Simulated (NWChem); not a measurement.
# GeSiN2H8 (SMILES N[SiH2][GeH2][NH2]) at 4 levels

Aim: a comparison of 4 runs (HF/STO-3G, HF/3-21G, B3LYP/6-31G*) of GeSiN2H8. 

The calculation is run with NWChem 7.3.0.

## 1. The structure to begin with

The species is GeSiN2H8 (12 atoms), meant as a singlet with charge 0. As SMILES, `N[SiH2][GeH2][NH2]`. The shape is that of a PBE0-D4/def2-TZVP optimisation. This is one conformer, not always the lowest.

Bond lengths: N1–Si2 1.729 Å, Si2–Ge3 2.391 Å, Ge3–N4 1.855 Å, N1–H5 1.008 Å, N1–H6 1.008 Å, Si2–H7 1.498 Å, Si2–H8 1.489 Å, Ge3–H9 1.541 Å, Ge3–H10 1.544 Å, N4–H11 1.013 Å, N4–H12 1.012 Å. Some angles: N1–Si2–Ge3 107.0°, Si2–Ge3–N4 113.2°, N1–Si2–H7 115.5°, N1–Si2–H8 106.7°, Ge3–Si2–H7 110.6°, Ge3–Si2–H8 110.2°, Si2–N1–H5 119.2°, Si2–N1–H6 119.0°, Si2–Ge3–H9 112.1°, Si2–Ge3–H10 110.1°.

## 2. Energy and forces at HF/STO-3G (run 1)

The input, a.xyz:

```xyz
12

N     -1.362200     1.265900    -0.833600
Si    -0.992400     0.552700     0.697200
Ge     1.212000    -0.357700     0.528500
N      1.364800    -1.663900    -0.780000
H     -2.322700     1.472800    -1.060000
H     -0.755300     1.983700    -1.197900
H     -1.095500     1.468600     1.877700
H     -1.984600    -0.536800     0.911500
H      1.671100    -1.010200     1.846400
H      2.215400     0.751800     0.146000
H      0.989300    -1.357500    -1.669100
H      0.877800    -2.514600    -0.527100
```

The input, run.py:

```python
from ase.io import read
from ase.calculators.nwchem import NWChem

system = read('a.xyz')

calc = NWChem(
    label='a',
    theory='scf',
    memory='2200 mb',
    basis='STO-3G',
    basispar='spherical bse',
    scf={'nopen': '0', 'rhf': None, 'thresh': '1e-08', 'maxiter': '80'},
)
system.calc = calc

forces = system.get_forces()
e = system.get_potential_energy()
print(f"E = {e:.6f} eV")
print("forces (eV/A):")
for s, f in zip(system.symbols, forces):
    print(f"{s:2s} {f[0]:10.5f} {f[1]:10.5f} {f[2]:10.5f}")
print("dipole (e A):", system.get_dipole_moment().round(4))
```

Started as:

```sh
$ export ASE_NWCHEM_COMMAND="nwchem PREFIX.nwi > PREFIX.nwo"
$ python run.py
```

Output:

```text
E = -66655.083307 eV
forces (eV/A):
N     0.10624   -0.58210    0.17823
Si   -0.13077   -0.91845    1.62869
Ge    1.30108    0.00617    0.33589
N     0.70191    1.48713    1.59537
H    -0.45462    0.28220   -0.06042
H     0.18676    0.47586   -0.13349
H     0.06011   -0.93280   -1.50399
H     1.07014    1.30175   -0.22723
H    -0.65136    0.89839   -1.73915
H    -1.36356   -1.47509    0.55073
H    -0.36756    0.05487   -0.63182
H    -0.45827   -0.59804    0.00720
dipole (e A): [-0.3778  0.2713  0.1234]
```

The calculator wrote a.nwi:

```
title "a"

permanent_dir a

scratch_dir a

start a

geometry units angstrom nocenter noautosym noautoz
  N  -1.3622000000000001e+00 1.2659000000000000e+00 -8.3360000000000001e-01
  Si -9.9239999999999995e-01 5.5269999999999997e-01 6.9720000000000004e-01
  Ge 1.2120000000000000e+00 -3.5770000000000002e-01 5.2849999999999997e-01
  N  1.3648000000000000e+00 -1.6638999999999999e+00 -7.8000000000000003e-01
  H  -2.3227000000000002e+00 1.4728000000000001e+00 -1.0600000000000001e+00
  H  -7.5529999999999997e-01 1.9837000000000000e+00 -1.1979000000000000e+00
  H  -1.0954999999999999e+00 1.4685999999999999e+00 1.8776999999999999e+00
  H  -1.9845999999999999e+00 -5.3680000000000005e-01 9.1149999999999998e-01
  H  1.6711000000000000e+00 -1.0102000000000000e+00 1.8464000000000000e+00
  H  2.2153999999999998e+00 7.5180000000000002e-01 1.4599999999999999e-01
  H  9.8929999999999996e-01 -1.3574999999999999e+00 -1.6691000000000000e+00
  H  8.7780000000000002e-01 -2.5146000000000002e+00 -5.2710000000000001e-01
end

memory 2200 mb

basis spherical bse noprint
   * library STO-3G
end

scf
  nopen 0
  rhf
  thresh 1e-08
  maxiter 80
end

task scf gradient
```

a.nwo:

```text
Northwest Computational Chemistry Package (NWChem) 7.3.0
             --------------------------------------------------------

           Job information
           ---------------

    nwchem branch   = 7.3.0
    use scalapack   = T
    input           = a.nwi
    prefix          = a.
    data base       = a/a.db
    status          = startup
    nproc           =        1

           Memory information
           ------------------

    heap     =     72089598 doubles =      550.0 Mbytes
    stack    =     72089595 doubles =      550.0 Mbytes
    global   =    144179200 doubles =     1100.0 Mbytes (distinct from heap & stack)
    total    =    288358393 doubles =     2200.0 Mbytes
    verify   = yes
    hardfail = no

[... 142 lines left out ...]
 Convergence threshold     :          1.000E-08
[... 12 lines left out ...]
       Final RHF  results
[... 3 lines left out ...]
      One-electron energy =  -4152.870760090159
[... 1 line left out ...]
 Nuclear repulsion energy =    361.017930759040
[... 52 lines left out ...]
                       ROHF Final Molecular Orbital Analysis
[... 253 lines left out ...]
                         RHF ENERGY GRADIENTS

    atom               coordinates                        gradient
                 x          y          z           x          y          z
   1 N      -2.574185   2.392204  -1.575276   -0.002066   0.011320  -0.003466
   2 Si     -1.875364   1.044452   1.317517    0.002543   0.017861  -0.031673
   3 Ge      2.290348  -0.675955   0.998720   -0.025302  -0.000120  -0.006532
[... 8 lines of this table left out ...]
  12 H       1.658801  -4.751905  -0.996075    0.008912   0.011630  -0.000140

                 ----------------------------------------
                 |  Time  |  1-e(secs)   |  2-e(secs)   |
                 ----------------------------------------
                 |  CPU   |       0.01   |       2.21   |
                 ----------------------------------------
                 |  WALL  |       0.01   |       2.21   |
                 ----------------------------------------

 Task  times  cpu:       10.0s     wall:       10.0s
 Total times  cpu:       10.0s     wall:       10.0s
```

It took 11 s on 1 thread of Intel Xeon Platinum 8259CL at 2.50GHz (Skylake/Cascade Lake), shared host; peak memory 0.099 GiB.

## 3. Energy and gradient at HF/3-21G (run 2)

The input, m1.nw:

```
start m1
title "GeH8N2Si gradient"
memory total 2200 mb

geometry noautosym nocenter noautoz
N     -1.362200     1.265900    -0.833600
Si    -0.992400     0.552700     0.697200
Ge     1.212000    -0.357700     0.528500
N      1.364800    -1.663900    -0.780000
H     -2.322700     1.472800    -1.060000
H     -0.755300     1.983700    -1.197900
H     -1.095500     1.468600     1.877700
H     -1.984600    -0.536800     0.911500
H      1.671100    -1.010200     1.846400
H      2.215400     0.751800     0.146000
H      0.989300    -1.357500    -1.669100
H      0.877800    -2.514600    -0.527100
end

basis spherical bse
* library 3-21G
end

scf
nopen 0
rhf
thresh 1e-08
maxiter 80
print medium
end

task scf gradient
```

Started as:

```sh
$ nwchem m1.nw > m1.out
```

Output:

```text
[...]
  functions       =    69
[...]
  wavefunction    = RHF
[...]
         Total SCF energy =  -2465.687757694879
      One-electron energy =  -4156.134016513105
      Two-electron energy =   1329.428328059185
 Nuclear repulsion energy =    361.017930759041
        Time for solution =      7.9s
[...]
                         RHF ENERGY GRADIENTS
    atom               coordinates                        gradient
                 x          y          z           x          y          z
   1 N      -2.574185   2.392204  -1.575276    0.008128  -0.022455   0.013483
   2 Si     -1.875364   1.044452   1.317517    0.001772   0.008186  -0.019119
   3 Ge      2.290348  -0.675955   0.998720   -0.016014   0.008737   0.006565
   4 N       2.579098  -3.144315  -1.473986    0.024253  -0.010919  -0.009479
   5 H      -4.389267   2.783188  -2.003110   -0.003142   0.003893   0.002722
   6 H      -1.427310   3.748649  -2.263703    0.000406   0.005571   0.003117
   7 H      -2.070195   2.775252   3.548338   -0.000527   0.000880   0.000384
   8 H      -3.750350  -1.014405   1.722485   -0.000849   0.001248  -0.000713
   9 H       3.157921  -1.909001   3.489190    0.001247  -0.000432  -0.000706
  10 H       4.186499   1.420696   0.275900    0.001246  -0.001200  -0.001134
  11 H       1.869506  -2.565303  -3.154142   -0.008325   0.002761   0.002895
[...]
```

It took 11 s on 1 thread of Intel Xeon Platinum 8259CL at 2.50GHz (Skylake/Cascade Lake), shared host; peak memory 0.1 GiB.

Run 3 isn't shown in full; the table further down has it.

## 4. Energy and forces at B3LYP/6-31G(d) (spherical functions) (run 4)

The input, geh8n2si.nw:

```
start geh8n2si
title "GeH8N2Si B3LYP"
memory stack 880 mb heap 220 mb global 1100 mb
charge 0
geometry units angstroms noautosym nocenter noautoz
   N     -1.362200     1.265900    -0.833600
   Si    -0.992400     0.552700     0.697200
   Ge     1.212000    -0.357700     0.528500
   N      1.364800    -1.663900    -0.780000
   H     -2.322700     1.472800    -1.060000
   H     -0.755300     1.983700    -1.197900
   H     -1.095500     1.468600     1.877700
   H     -1.984600    -0.536800     0.911500
   H      1.671100    -1.010200     1.846400
   H      2.215400     0.751800     0.146000
   H      0.989300    -1.357500    -1.669100
   H      0.877800    -2.514600    -0.527100
end
basis spherical bse
   N library 6-31G*
   Si library 6-31G*
   Ge library 6-31G*
   H library 6-31G*
end
dft
   xc b3lyp
   grid fine
   convergence energy 1e-08
   iterations 100
   mulliken
end
task dft gradient
```

Started as:

```sh
$ nwchem geh8n2si.nw > geh8n2si.out
```

Output:

```text
[...]
          Wavefunction type:  closed shell.
          No. of atoms     :    12
          No. of electrons :    68
[...]
          Charge           :     0
          Spin multiplicity:     1
[...]
          AO basis - number of functions:    94
[...]
              XC Information
              --------------
                         B3LYP Method XC Potential
                     Hartree-Fock (Exact) Exchange  0.200
                        Slater Exchange Functional  0.800 local
                    Becke 1988 Exchange Functional  0.720 non-local
              Lee-Yang-Parr Correlation Functional  0.810
                  VWN I RPA Correlation Functional  0.190 local
[...]
 d= 0,ls=0.0,diis     1  -2480.5155488739 -2.84D+03  1.35D-02  5.87D-01     6.4
[...]
 d= 0,ls=0.0,diis    10  -2480.5872626101 -1.17D-09  3.17D-07  2.05D-09    47.4
         Total DFT energy =    -2480.587262610060
      One electron energy =    -4169.277837870254
           Coulomb energy =     1444.580269537794
    Exchange-Corr. energy =     -116.907625036641
 Nuclear repulsion energy =      361.017930759041
[...]
  wavefunction    = closed shell
                         DFT ENERGY GRADIENTS
    atom               coordinates                        gradient
                 x          y          z           x          y          z
   1 N      -2.574185   2.392204  -1.575276    0.000686   0.001247   0.005640
   2 Si     -1.875364   1.044452   1.317517   -0.000530   0.001328  -0.007608
   3 Ge      2.290348  -0.675955   0.998720    0.003022  -0.003476  -0.002517
   4 N       2.579098  -3.144315  -1.473986   -0.006248   0.004185   0.002943
   5 H      -4.389267   2.783188  -2.003110    0.004735  -0.001280   0.001186
   6 H      -1.427310   3.748649  -2.263703   -0.002673  -0.003497   0.001799
   7 H      -2.070195   2.775252   3.548338    0.000484  -0.000231  -0.001502
   8 H      -3.750350  -1.014405   1.722485    0.000645   0.000343  -0.000061
   9 H       3.157921  -1.909001   3.489190   -0.001553   0.001661  -0.002612
  10 H       4.186499   1.420696   0.275900   -0.002594  -0.001921   0.000695
  11 H       1.869506  -2.565303  -3.154142    0.001731  -0.001986   0.003704
[...]
```

Wall time 67 s (1 thread of Intel Xeon Platinum 8259CL at 2.50GHz (Skylake/Cascade Lake), shared host); peak memory 0.13 GiB.

## 5. The series

| run | level | Cartesian functions | iteration cap | energy (Eh) | dipole moment (D) | HOMO energy (eV) | LUMO energy (eV) | wall time |
| --- | --- | --- | --- | --- | --- | --- | --- | --- |
| 1 | HF/STO-3G | no | 80 | -2449.529151 | 2.31 | -7.16 | 10.67 | 11 s |
| 2 | HF/3-21G | no | 80 | -2465.687758 | 2.50 | -9.31 | 3.85 | 11 s |
| 3 | B3LYP/6-31G* (Cartesian functions) | yes | 100 | -2480.596703 | – | – | – | 68 s |
| 4 | B3LYP/6-31G* (spherical functions) | no | 100 | -2480.587263 | 2.27 | -6.16 | 0.19 | 67 s |

## 6. What came out

| quantity | value |
| --- | --- |
| run 4: total energy | -2480.58726 Eh |
| run 4: dipole moment | 2.27 D |
| run 4: HOMO energy | -6.16 eV |
| run 4: LUMO energy | 0.19 eV |
| run 4: HOMO–LUMO gap | 6.36 eV |
| run 4: largest force on an atom | 0.415 eV/Å |

What this shows: Over runs 1, 2, 4 the dipole moment (its size) runs from 2.27 D (B3LYP/6-31G*) to 2.50 D (HF/3-21G). The two ends differ in method and basis. Over runs 1, 2, 4 the HOMO–LUMO gap runs from 6.36 eV (B3LYP/6-31G*) to 17.83 eV (HF/STO-3G). In run 1 the basis is minimal, so the values are rough. All runs together took 2.6 min, the longest 68 s.
